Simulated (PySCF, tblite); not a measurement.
**CH9B2N: geometry, infrared bands, NMR shifts, spin-spin couplings, electronic excitations and core binding energies**

Wanted: the infrared bands, NMR shifts, spin-spin couplings, electronic excitations and core binding energies of CH9B2N (`B[N@H+]([BH3-])C`), by calculation.

Programs: tblite 0.8.0 and PySCF 2.14.0, with density-fitted response routines of our own. Each step states its level of theory. These are calculated values for one molecule in the gas phase, unless marked as measured. Atoms count from 0, in the outputs and in this text.

### Step 1. The molecule as given

13 atoms, charge 0, multiplicity 1; geometry from: GFN2-xTB.

Bonds of the start (Å): B0–N1 1.55, N1–B2 1.55, N1–C3 1.45, B0–H4 1.18, B0–H5 1.18, N1–H6 1.01, B2–H7 1.18, B2–H8 1.34, B2–H9 1.18, C3–H10 1.09, C3–H11 1.09, C3–H12 1.09.

### Step 2. Harmonic vibrations with GFN2-xTB

What the job is given:

```
{"job": {"kind": "ir", "xc": "GFN2-xTB", "basis": "xTB"}, "charge": 0, "multiplicity": 1}
B     -0.699963    -1.045745    -0.405556
N      0.122210     0.268418    -0.419478
B      1.061787    -0.719337     0.318347
C     -0.378238     1.451371     0.263355
H     -1.651255    -0.990447     0.287371
H     -0.823688    -1.532843    -1.472627
H      0.451442     0.530585    -1.339467
H      2.022350    -1.005573    -0.303130
H      0.221014    -1.757226     0.253350
H      1.200899    -0.461584     1.459495
H     -0.732356     1.168718     1.251925
H      0.410841     2.198383     0.377691
H     -1.209433     1.895766    -0.289004
```

**Question.** This job is followed by: PBE0-D3(BJ)/def2-SVP geometry optimisation, gas phase; GIAO PBE0/pcSseg-1 NMR shielding, non-relativistic, gas phase; B3LYP/pcJ-1 indirect spin-spin coupling, non-relativistic, gas phase; TDDFT CAM-B3LYP/def2-SVPD, vertical, gas phase, core orbitals frozen in the response; GIAO CAM-B3LYP/pcSseg-2 NMR shielding, non-relativistic, gas phase; delta-SCF UKS SCAN, pcX-2 on the ionised atom, pcseg-1 elsewhere, spin-free X2C. Predict these results of the whole session: strongest single infrared mode (GFN2-xTB); zero-point energy (GFN2-xTB); point group; rotational constants (main isotopes); 13C shifts against TMS (PBE0/pcSseg-1); 1H shifts against TMS (PBE0/pcSseg-1, means over atoms taken as alike); 11B shifts against BF3·OEt2 (PBE0/pcSseg-1); 15N shifts against NH3 (PBE0/pcSseg-1); largest coupling of the table (B3LYP/pcJ-1); lowest singlet (CAM-B3LYP/def2-SVPD); brightest single state of those computed; lowest triplet; vertical ionisation energy (ΔSCF); B1s binding energies, SCAN/pcX-2; N1s binding energies, SCAN/pcX-2; C1s binding energies, SCAN/pcX-2; range of the shift of N1.

The runs gave:

| quantity | value |
| --- | --- |
| strongest single infrared mode (GFN2-xTB) | 2581 cm⁻¹, 362 km/mol |
| zero-point energy (GFN2-xTB) | 67.6 kcal/mol |
| point group | Cs |
| rotational constants (main isotopes) | 12.10, 6.59, 5.23 GHz |
| 13C shifts against TMS (PBE0/pcSseg-1) | 42.2 ppm |
| 1H shifts against TMS (PBE0/pcSseg-1, means over atoms taken as alike) | 2.53, 1.66, 1.62, 1.06 ppm |
| 11B shifts against BF3·OEt2 (PBE0/pcSseg-1) | -27.9, -27.9 ppm |
| 15N shifts against NH3 (PBE0/pcSseg-1) | 16.7 ppm |
| largest coupling of the table (B3LYP/pcJ-1) | 1J(C,H) C3–H10, 144.8 Hz |
| lowest singlet (CAM-B3LYP/def2-SVPD) | 8.20 eV (151 nm), f = 0.018 |
| brightest single state of those computed | state 9, 9.42 eV, f = 0.127 |
| lowest triplet | 7.98 eV |
| vertical ionisation energy (ΔSCF) | 11.22 eV |
| B1s binding energies, SCAN/pcX-2 | B0 195.39, B2 195.39 eV |
| N1s binding energies, SCAN/pcX-2 | N1 406.64 eV |
| C1s binding energies, SCAN/pcX-2 | C3 292.32 eV |
| range of the shift of N1 | 12.1 to 16.7 ppm |

In words: No mode is imaginary among the 33: a minimum at this level. The strongest single mode, at 2581 cm⁻¹, is carried by H9, H4, H7, H5. Unscaled tight-binding wavenumbers are off by several per cent, some by more. Its intensities can rank the bands wrongly. The optimisation took 4 steps and gained 0.101 eV; among the close pairs (by a distance rule), B0–B2 changed most, from 1.932 to 1.897 Å. The most deshielded hydrogen is H10, H11, H12 (mean) (hydrogen on a methyl carbon bonded to N), at 2.53 ppm: its carbon carries N, an electronegative neighbour. In the run at B3LYP/pcJ-1, the largest coupling of the table is C3–H10 (mean over like pairs), 144.8 Hz, of which the Fermi-contact term gives 143.6 Hz. The first singlet state (HOMO→LUMO 0.71, HOMO−1→LUMO 0.14) lies at 8.20 eV and is weak; of the 10 states computed, the strongest absorption comes from state 9 at 9.42 eV (the last state computed is bright too, and its partners may lie past the list). The lowest triplet lies 0.23 eV below the lowest singlet (triplets in Tamm-Dancoff, singlets in full TDDFT). ΔSCF puts the ionisation energy at 11.22 eV, 1.04 eV above −ε(HOMO). The B1s levels computed lie within 0.00 eV of one another, too close to rank. Across the 2 runs the shift of N1 moves most, between 12.1 (CAM-B3LYP/pcSseg-2) and 16.7 ppm (PBE0/pcSseg-1). Most of that comes from the computed reference, not from the atom's own shielding.
